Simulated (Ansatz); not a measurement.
# Ti: the cost of one run

Program: Ansatz 0.2.0. Level of theory: DFT PBE+D3(BJ), scalar-relativistic, plane waves, PAW. These are calculated values, not measurements.

1 further run of the same task is left out (set aside as unsound or not needed).

### 1 The structure to begin with

The structure is hexagonal, space group P6_3/mmc (No. 194). The conventional cell has a = 2.886 Å, b = 2.886 Å, c = 4.574 Å, α = 90.00°, β = 90.00°, γ = 120.00°. Ti (site symmetry -6m2) is surrounded by 12 Ti at 2.83 to 2.89 Å.

As a file:

```cif
data_structure
_symmetry_space_group_name_H-M 'P6_3/mmc'
_symmetry_Int_Tables_number 194
_cell_length_a 2.8865
_cell_length_b 2.8865
_cell_length_c 4.5741
_cell_angle_alpha 90.000
_cell_angle_beta 90.000
_cell_angle_gamma 120.000
_cell_volume 33.00
loop_
_atom_site_label
_atom_site_type_symbol
_atom_site_symmetry_multiplicity
_atom_site_Wyckoff_symbol
_atom_site_fract_x
_atom_site_fract_y
_atom_site_fract_z
_atom_site_occupancy
Ti1 Ti 2 c 0.33333 0.66667 0.25000 1
```

This cell was relaxed beforehand with the same method: volume 16.50 Å³/atom, gap on the mesh none (metal).

### 2 Cutting the slab

Planes are indexed in the bulk's conventional cell (P6_3/mmc (No. 194)), a = 2.886 Å, b = 2.886 Å, c = 4.574 Å, α = 90.00°, β = 90.00°, γ = 120.00°.

A (100) slab, 5.8 Å thick as cut, with 16 Å of vacuum, in a 2×2 surface cell; its outer planes are Ti (top) and Ti (bottom).

The slab as cut. Layers, bottom to top:

| plane | atoms per cell | height over the lowest (Å) |
| --- | --- | --- |
| 1 | Ti4 | 0.00 |
| 2 | Ti4 | 0.83 |
| 3 | Ti4 | 2.50 |
| 4 | Ti4 | 3.33 |
| 5 | Ti4 | 5.00 |
| 6 | Ti4 | 5.83 |

### 3 The clean surface, relaxed

input.yaml

```yaml
crystal:
  lattice:
    - [5.772929951, 0.0, 0.0]
    - [0.0, 9.1481646307, 0.0]
    - [0.0, 0.0, 21.8327546571]
  atoms:
    - { symbol: Ti, position: [0.5, 0.375, 0.3664219255] }
    - { symbol: Ti, position: [0.5, 0.875, 0.3664219255] }
    - { symbol: Ti, position: [0.0, 0.375, 0.3664219255] }
    - { symbol: Ti, position: [0.0, 0.875, 0.3664219255] }
    - { symbol: Ti, position: [0.75, 0.125, 0.4045870896] }
    - { symbol: Ti, position: [0.75, 0.625, 0.4045870896] }
    - { symbol: Ti, position: [0.25, 0.125, 0.4045870896] }
    - { symbol: Ti, position: [0.25, 0.625, 0.4045870896] }
    - { symbol: Ti, position: [0.75, 0.375, 0.4809174179] }
    - { symbol: Ti, position: [0.75, 0.875, 0.4809174179] }
    - { symbol: Ti, position: [0.25, 0.375, 0.4809174179] }
    - { symbol: Ti, position: [0.25, 0.875, 0.4809174179] }
    - { symbol: Ti, position: [0.0, 0.125, 0.5190825821] }
    - { symbol: Ti, position: [0.0, 0.625, 0.5190825821] }
    - { symbol: Ti, position: [0.5, 0.125, 0.5190825821] }
    - { symbol: Ti, position: [0.5, 0.625, 0.5190825821] }
    - { symbol: Ti, position: [0.0, 0.375, 0.5954129104] }
    - { symbol: Ti, position: [0.0, 0.875, 0.5954129104] }
    - { symbol: Ti, position: [0.5, 0.375, 0.5954129104] }
    - { symbol: Ti, position: [0.5, 0.875, 0.5954129104] }
    - { symbol: Ti, position: [0.25, 0.125, 0.6335780745] }
    - { symbol: Ti, position: [0.25, 0.625, 0.6335780745] }
    - { symbol: Ti, position: [0.75, 0.125, 0.6335780745] }
    - { symbol: Ti, position: [0.75, 0.625, 0.6335780745] }
basis:
  ecutwfc: 420
kpoints:
  mp_grid: { grid: [3, 2, 1] }
hamiltonian:
  xc: pbe
  dispersion: d3bj
scf:
  occupations: { method: gaussian, width: 0.1 }
output:
  forces: true
  eigenvalues: true
  write_density: true
  write_potential: true
  elf: true
  volumetric_format: npy
relax:
  adjacent_minimum: "off"
  f_tol: 0.03
  max_steps: 70
  constraints: [{ sites: [0, 1, 2, 3, 4, 5, 6, 7, 8, 9, 10, 11] }]
efield:
  axis: 3
  dipole_correction: true
  ramp_width: 0.04
```

Launch:

```console
> ansatz run input.yaml --threads 4 --pin off --max-ram 10240MiB --backend cpu --events-out ev --progress --plain --runs-dir out
```

Q: Estimate wall time and peak memory on 4 threads of Intel Xeon 6975P-C (Granite Rapids), shared host.

About 88 s, with a peak of 3 GiB.
